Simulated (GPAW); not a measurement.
GeW:

```
Ge W
1.0
     0.00000    2.57761    2.57761
     2.57761    0.00000    2.57761
     2.57761    2.57761    0.00000
Ge W
1 1
Direct
  0.50000 0.50000 0.50000
  0.00000 0.00000 0.00000
```

The cell was built by a generator and needn't be a form met in nature.

| Quantity | Value |
| --- | --- |
| Program | GPAW 26.7.0 |
| Task | relaxation of cell and atoms |
| Functional | RPBE |
| Potentials or basis | the program's PAW data sets (release 1.2.1) made for this functional |
| Cutoff | 600 eV |
| Basis | pw |
| k mesh | 8 × 8 × 8 |
| Occupations | fermi-dirac, width 0.05 eV |
| Spin | no spin polarisation |

At the start: pressure 3.4 GPa; volume 17.13 Å³/atom.

Question: How do energy, volume and symmetry change on relaxing?

Answer: Over 3 steps the energy falls by 3.6 meV/atom and the volume is 17.46 Å³/atom (+2.0 %); space group Fm-3m (No. 225, to 0.05 Å).

Step by step:
| step | energy change (eV) | largest force (eV/Å) | pressure (GPa) | volume (Å³) |
| --- | --- | --- | --- | --- |
| 1 | 0.0000 | 0.0000 | 3.41 | 34.25 |
| 2 | -0.0045 | 0.0000 | 2.03 | 34.52 |
| 3 | -0.0071 | 0.0000 | 0.05 | 34.93 |

Final structure:
```xyz
2
Lattice="0.0000 2.5944 2.5944 2.5944 0.0000 2.5944 2.5944 2.5944 0.0000" Properties=species:S:1:pos:R:3 pbc="T T T"
Ge    2.5944    2.5944    2.5944
W     0.0000    0.0000    0.0000
```

Caveat: later steps reuse the first step's grids.
